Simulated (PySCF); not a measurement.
# CH5F3GaN: the cost of one run

Computed with PySCF 2.14.0, with density-fitted response routines of our own, on a single molecule in the gas phase. Atoms are numbered from 0 throughout.

## 1. Starting geometry

11 atoms, charge 0, multiplicity 1; geometry from: GFN2-xTB. The atoms were then displaced at random by about 0.01 Å, so the start is not that level's minimum.

Bonds of the start (Å): N0–Ga1 2.16, Ga1–C2 2.04, C2–F3 1.28, C2–F4 1.40, C2–F5 1.39, N0–H6 1.02, N0–H7 1.03, N0–H8 1.00, Ga1–H9 1.56, Ga1–H10 1.54.

## 2. Geometry optimisation at PBE0-D3(BJ)/def2-SVP

The job: settings as JSON, then the geometry in Å.

```
{"job": {"xc": "PBE0", "basis": "def2-SVP", "d3": "d3bj", "grid": 1, "shake": 0.01, "kind": "geom"}, "charge": 0, "multiplicity": 1}
N      1.444140    -0.316690    -0.293140
Ga    -0.057990     1.041360     0.467000
C     -1.574510    -0.261310     0.056780
F     -2.846420    -0.321070     0.184140
F     -1.286490    -0.527660    -1.283540
F     -1.063470    -1.387830     0.698100
H      2.388050     0.061490    -0.240930
H      1.238350    -0.488570    -1.284550
H      1.385390    -1.173250     0.229180
H      0.350170     1.128850     1.966720
H      0.060900     2.218830    -0.515410
```

The run is started by

```
$ OMP_NUM_THREADS=1 python probes_run.py task.json out
```

This one command runs all jobs of the session in turn.

Q: Estimate the wall time and peak memory of this first job on 1 thread of Arm Neoverse V1, shared host.

About 91 s, with a peak of 0.53 GiB.
